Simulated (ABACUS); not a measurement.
# HPbNO4 (P1) in ABACUS: notebook, part 2 of 2

ABACUS 3.10.1. Earlier steps stand in the parts before.

## 3. Single point, PBE, spin-orbit coupling, no magnetisation

File INPUT:

```
INPUT_PARAMETERS
suffix              HPbNO4
calculation         scf
basis_type          lcao
pseudo_dir          ./
orbital_dir         ./
symmetry            0
dft_functional      pbe
ecutwfc             100
pseudo_rcut         7
nspin               4
nbands              76
ks_solver           genelpa
smearing_method     fd
smearing_sigma      0.00367493
scf_thr             1e-07
scf_nmax            100
mixing_type         broyden
mixing_beta         0.4
cal_force           1
cal_stress          1
noncolin            0
lspinorb            1
out_mul             1
out_chg             1
```

File STRU:

```
ATOMIC_SPECIES
H 1.0080 H.upf
Pb 207.2000 Pb.upf
N 14.0070 N.upf
O 15.9990 O.upf

NUMERICAL_ORBITAL
H_confined-atom_6au_2s1p.orb
Pb_confined-atom_8au_3s3p2d.orb
N_confined-atom_6au_2s2p1d.orb
O_confined-atom_6au_2s2p1d.orb

LATTICE_CONSTANT
8.0791739728

LATTICE_VECTORS
0.9999988891 -0.0000935604 0.0014876098
-0.4874471524 1.2180974514 -0.0114775175
-0.4967517305 -0.4363982793 1.1496019096

ATOMIC_POSITIONS
Cartesian

H
0.0
1
0.5224826396 -0.3566262982 1.0471603799 1 1 1

Pb
0.0
1
0.0321154760 0.9363106607 0.1555812039 1 1 1

N
0.0
1
-0.4724012126 0.3581192606 0.5724186045 1 1 1

O
0.0
4
0.5318039803 1.1170271907 0.0239145550 1 1 1
-0.4655703956 0.6289345691 0.6914168320 1 1 1
0.5198409506 0.3298393525 0.2793928576 1 1 1
-0.4716039627 0.1188388990 0.7459549527 1 1 1
```

File KPT:

```
K_POINTS
0
Gamma
5 4 4 0 0 0
```

Potentials or basis: PseudoDojo NC FR 0.4 PBE stringent, DZP LCAO (the cutoffs set its grid).

Command:

```console
OMP_NUM_THREADS=1 mpirun -np 4 abacus > log
```

running log:

```text
ABACUS v3.10.1

               Atomic-orbital Based Ab-initio Computation at UStc

 ------------------------------------------------------------------------------------

 READING GENERAL INFORMATION
                           global_out_dir = OUT.HPbNO4/
                           global_in_card = INPUT
                               pseudo_dir = ./
                              orbital_dir = ./
                                    DSIZE = 4
                                    GSIZE = 1

 READING UNITCELL INFORMATION
                                    ntype = 4
                  lattice constant (Bohr) = 8.07917
              lattice constant (Angstrom) = 4.27531

 READING ATOM TYPE 1
                               atom label = H
                      L=0, number of zeta = 2
                      L=1, number of zeta = 1
             number of atom for this type = 1
               magnetization of element 1 = [ 0, 0, 0 ]

 READING ATOM TYPE 2
                               atom label = Pb
                      L=0, number of zeta = 3
                      L=1, number of zeta = 3
                      L=2, number of zeta = 2
             number of atom for this type = 1
               magnetization of element 2 = [ 0, 0, 0 ]

 READING ATOM TYPE 3
                               atom label = N
                      L=0, number of zeta = 2
                      L=1, number of zeta = 2
                      L=2, number of zeta = 1
             number of atom for this type = 1
               magnetization of element 3 = [ 0, 0, 0 ]

 READING ATOM TYPE 4
                               atom label = O
                      L=0, number of zeta = 2
                      L=1, number of zeta = 2
                      L=2, number of zeta = 1
             number of atom for this type = 4
               magnetization of element 4 = [ 0, 0, 0 ]

                        TOTAL ATOM NUMBER = 7
CARTESIAN COORDINATES ( UNIT =       8.079173972800 Bohr ).
    atom                   x                   y                   z     mag                  vx                  vy                  vz
tauc_H1            0.5224826396       -0.3566262982        1.0471603799  0.0000        0.0000000000        0.0000000000        0.0000000000
tauc_Pb1            0.0321154760        0.9363106607        0.1555812039  0.0000        0.0000000000        0.0000000000        0.0000000000
tauc_N1           -0.4724012126        0.3581192606        0.5724186045  0.0000        0.0000000000        0.0000000000        0.0000000000
tauc_O1            0.5318039803        1.1170271907        0.0239145550  0.0000        0.0000000000        0.0000000000        0.0000000000
tauc_O2           -0.4655703956        0.6289345691        0.6914168320  0.0000        0.0000000000        0.0000000000        0.0000000000
tauc_O3            0.5198409506        0.3298393525        0.2793928576  0.0000        0.0000000000        0.0000000000        0.0000000000
tauc_O4           -0.4716039627        0.1188388990        0.7459549527  0.0000        0.0000000000        0.0000000000        0.0000000000

                          Volume (Bohr^3) = 736.437
                             Volume (A^3) = 109.129

 Lattice vectors: (Cartesian coordinate: in unit of a_0)
            +0.999999        -9.35604e-05         +0.00148761
[... 234 lines left out ...]
       absolute magnetism (Bohr mag/cell) = 6.67795e-15

 Density error is 0.107526443773
----------------------------------------------------------
     Energy           Rydberg                 eV
----------------------------------------------------------
 E_KohnSham     -573.3963675353      -7801.4578109818
 E_Harris       -571.0701118334      -7769.8074784310
 E_Fermi        0.2114638822         2.8771137195
----------------------------------------------------------
[... 174 lines left out ...]
 Density error is 9.47397263111e-08
----------------------------------------------------------
     Energy           Rydberg                 eV
----------------------------------------------------------
 E_KohnSham     -573.6393870636      -7804.7642612929
 E_KS(sigma->0) -573.6393870636      -7804.7642612929
 E_Harris       -573.6393802902      -7804.7641691356
 E_band         -76.0223859030       -1034.3376238360
 E_one_elec     -402.3587690304      -5474.3718990789
 E_Hartree      208.8819552959       2841.9848014052
 E_xc           -107.8680275810      -1467.6198071226
 E_Ewald        -272.2945457482      -3704.7573564966
 E_entropy(-TS) -0.0000000000        -0.0000000000
 E_descf        0.0000000000         0.0000000000
 E_exx          0.0000000000         0.0000000000
 E_Fermi        0.3443172270         4.6846762064
----------------------------------------------------------

 charge density convergence is achieved
 final etot is -7804.7642613 eV
 EFERMI = 4.6846762064 eV

 STATE ENERGY(eV) AND OCCUPATIONS    NSPIN == 4
 1/80 kpoint (Cartesian) = 0.0000 0.0000 0.0000 (3096 pws)
       1       -134.872      0.0125000
       2       -134.872      0.0125000
       3       -92.0176      0.0125000
       4       -92.0176      0.0125000
       5       -70.6793      0.0125000
       6       -70.6793      0.0125000
[... 458 lines left out ...]
      75        17.0775        0.00000
      76        17.0938        0.00000

[... levels at 74 further k points ...]

-------------------------------------------------------------------------------------------
       Total Magnetism (uB)                    x                    y                    z
-------------------------------------------------------------------------------------------
                         H1         0.0000000000         0.0000000000         0.0000000000
                        Pb1         0.0000000000         0.0000000000         0.0000000000
                         N1         0.0000000000         0.0000000000         0.0000000000
                         O1         0.0000000000         0.0000000000         0.0000000000
                         O2         0.0000000000         0.0000000000         0.0000000000
                         O3         0.0000000000         0.0000000000         0.0000000000
                         O4         0.0000000000         0.0000000000         0.0000000000
-------------------------------------------------------------------------------------------

-------------------------------------------------------------------------------------------
       Total Magnetism (uB)       Magnitude (uB)       Polar (degree)     Azimuth (degree)
-------------------------------------------------------------------------------------------
                         H1         0.0000000000                 -nan         0.0000000000
                        Pb1         0.0000000000                 -nan         0.0000000000
                         N1         0.0000000000                 -nan         0.0000000000
                         O1         0.0000000000                 -nan         0.0000000000
                         O2         0.0000000000                 -nan         0.0000000000
                         O3         0.0000000000                 -nan         0.0000000000
                         O4         0.0000000000                 -nan         0.0000000000
-------------------------------------------------------------------------------------------

 correction force for each atom along direction 1 is -1.23290e-08
 correction force for each atom along direction 2 is 8.96618e-07
 correction force for each atom along direction 3 is 8.22044e-07
------------------------------------------------------------------------------------------
 TOTAL-FORCE (eV/Angstrom)
------------------------------------------------------------------------------------------
                        H1         0.0004857017         0.7611316962        -0.5766285216
                       Pb1        -0.0041324386        -0.0979121594         0.0577681379
                        N1        -0.0012048897        -0.1213151523         0.0846724346
                        O1         0.0031196792        -0.6552762709         0.5074187277
                        O2         0.0357573994         1.4583930507         0.6159031327
                        O3        -0.0384139467        -0.1214016288        -1.5707216073
                        O4         0.0043884947        -1.2236195355         0.8815876959
------------------------------------------------------------------------------------------

----------------------------------------------------------------
 TOTAL-STRESS (KBAR)
----------------------------------------------------------------
         0.9305338547         0.5811794166         1.0712498372
         0.5811794166        43.9364894817        -7.0247077656
         1.0712498372        -7.0247077656        40.0667502174
----------------------------------------------------------------
 TOTAL-PRESSURE: 28.311258 KBAR

 --------------------------------------------
 !FINAL_ETOT_IS -7804.7642612929021197 eV
 --------------------------------------------
```

It took 38 s on 4 MPI ranks of Intel Xeon 6975P-C (Granite Rapids), shared host; peak memory 1.1 GiB.

Results:

* Free energy: -7804.7643 eV
* Pressure: 2.8 GPa
* Largest force: 1.584 eV/Å
* Band gap on the k mesh: 2.84 eV, indirect (least direct gap 3.05 eV)
* Mulliken charges: H -0.19; Pb +1.09; N +0.15; O -0.29, -0.24, -0.28 e

Forces on the atoms (eV/Å):
```
H    0.000  0.761 -0.577
Pb  -0.004 -0.098  0.058
N   -0.001 -0.121  0.085
O    0.003 -0.655  0.507
O    0.036  1.458  0.616
O   -0.038 -0.121 -1.571
O    0.004 -1.224  0.882
```

Stress tensor (GPa, compression positive):
```
 0.09  0.06  0.11
 0.06  4.39 -0.70
 0.11 -0.70  4.01
```

Caveat: the atomic orbitals were generated for these runs and aren't a published set; Mulliken charges move with the basis; an odd mesh through Γ misses points on the zone boundary, where band edges often lie; the basis of atomic orbitals isn't converged, which shifts pressures, moduli and gaps; forces of over 1 eV/Å show positions far from the minimum, so gaps and moduli don't describe the material at rest.
